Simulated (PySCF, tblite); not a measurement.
# C6H8FSi+: geometry, infrared bands and NMR shifts

What infrared bands and NMR shifts should C6H8FSi+ (`FCC1=CC=CC[SiH+]1`) show?

Programs: tblite 0.8.0 and PySCF 2.14.0, with density-fitted response routines of our own. Each step states its level of theory. These are calculated values for one molecule in the gas phase, unless marked as measured. Atoms are numbered from 0 throughout.

## Step 1: The starting structure

16 atoms, charge 1, multiplicity 1; geometry from: force field or distance geometry start.

Bonds of the start (Å): F0–C1 1.38, C1–C2 1.48, C2–C3 1.29, C3–C4 1.43, C4–C5 1.29, C5–C6 1.47, C6–Si7 1.85, Si7–C2 1.83, C1–H8 1.10, C1–H9 1.09, C3–H10 1.11, C4–H11 1.12, C5–H12 1.12, C6–H13 1.12, C6–H14 1.13, Si7–H15 1.49.

## Step 2: Relaxing the molecule with GFN2-xTB

Job settings and geometry (Å):

```
{"job": {"kind": "relax", "xc": "GFN2-xTB", "basis": "xTB"}, "charge": 1, "multiplicity": 1}
F     -2.873600     0.803300     1.016100
C     -2.454500     0.205400    -0.149200
C     -0.991500     0.023200    -0.086500
C     -0.496800    -1.169800    -0.173800
C      0.915400    -1.402800    -0.113800
C      1.883100    -0.553400    -0.012400
C      1.905400     0.909700     0.105500
Si     0.141300     1.452600     0.079600
H     -2.675700     0.870100    -1.002200
H     -2.931100    -0.757700    -0.341200
H     -1.191500    -2.025500    -0.266000
H      1.218400    -2.479900    -0.193300
H      2.902700    -1.014200     0.007600
H      2.486000     1.265300     0.991100
H      2.387500     1.289300    -0.839200
H     -0.232800     2.593300     0.966300
```

Command:

```bash
$ OMP_NUM_THREADS=1 python probes_run.py task.json out
```

One launch serves the whole session: the jobs run in the order shown.

**Question.** This job is followed by: GFN2-xTB harmonic vibrations, gas phase; GIAO PBE0/pcSseg-1 NMR shielding, non-relativistic, gas phase. Predict these results of the whole session: strongest single infrared mode (GFN2-xTB); zero-point energy (GFN2-xTB); 13C shifts against TMS (PBE0/pcSseg-1); 1H shifts against TMS (PBE0/pcSseg-1, means over atoms taken as alike); 19F shifts against CFCl3 (PBE0/pcSseg-1); 29Si shifts against TMS (PBE0/pcSseg-1).

**Answer**, as computed:

| quantity | value |
| --- | --- |
| strongest single infrared mode (GFN2-xTB) | 663 cm⁻¹, 98 km/mol |
| zero-point energy (GFN2-xTB) | 74.3 kcal/mol |
| 13C shifts against TMS (PBE0/pcSseg-1) | 171.6, 167.5, 166.8, 133.5, 87.6, 40.6 ppm |
| 1H shifts against TMS (PBE0/pcSseg-1, means over atoms taken as alike) | 8.82, 8.60, 8.11, 7.74, 6.03, 3.71 ppm |
| 19F shifts against CFCl3 (PBE0/pcSseg-1) | -228.1 ppm |
| 29Si shifts against TMS (PBE0/pcSseg-1) | 261.4 ppm |

In words: Over 93 steps the energy fell by 0.979 eV; of the close pairs, C2–C3 changed most, 1.294 to 1.359 Å. No mode is imaginary among the 42: a minimum at this level. The strongest single mode, at 663 cm⁻¹, has its largest shares on C6, H13, H14 and H12 (the list is cut at 4 atoms). Unscaled tight-binding wavenumbers are off by several per cent, some by more. Its intensities can rank the bands wrongly. At PBE0/pcSseg-1: The widest tensor belongs to Si7: span 505 ppm, with a paramagnetic part of -795 ppm. By nearest atom (PBE0/pcSseg-1), the HOMO sits on C2, C5 about 23 % each; C4 17 % and the LUMO on Si7 42 %; C3 17 %.
